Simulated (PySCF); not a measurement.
# C4H7NSi: the cost of one run

Programs: PySCF 2.14.0, with routines of our own; each step states its level. All values are computed. Atoms count from 0.

### Step 1. The starting structure

13 atoms, charge 1, multiplicity 2; geometry from: PBE/cc-pVDZ.

### Step 2. Relaxation after adding or removing an electron: UKS PBE/cc-pVDZ

Job settings and geometry (Å):

```
{"job": {"kind": "ionopt", "ions": [1], "xc": "PBE", "basis": "cc-pVDZ", "grid": 1}, "charge": 1, "multiplicity": 2}
N      2.121198     0.003294    -0.602622
C      0.770957     0.004872    -0.324077
C     -0.145853    -0.958285    -0.680434
C     -1.514635    -0.762932    -0.183838
C     -1.801146     0.332079     0.587391
Si    -0.191465     1.270759     0.755291
H      2.442107    -0.616097    -1.352608
H      2.601741     0.903337    -0.596464
H      0.105848    -1.834884    -1.300491
H     -2.284150    -1.507767    -0.453765
H     -2.801832     0.544641     0.983097
H     -0.157984     2.655709     0.144178
H      0.386150     1.373146     2.149084
```

With the program's defaults for keys left out, this is: UKS PBE/cc-pVDZ geometry optimisation of the ion from the geometry of its parent, gas phase.

Launch:

```bash
OMP_NUM_THREADS=1 python excited_run.py task.json out
```

The driver reads the jobs from task.json and runs them one after another.

Q: Estimate the wall time and peak memory of this first job on 1 thread of Arm Neoverse V1, shared host.

About 87 s, with a peak of 0.53 GiB.
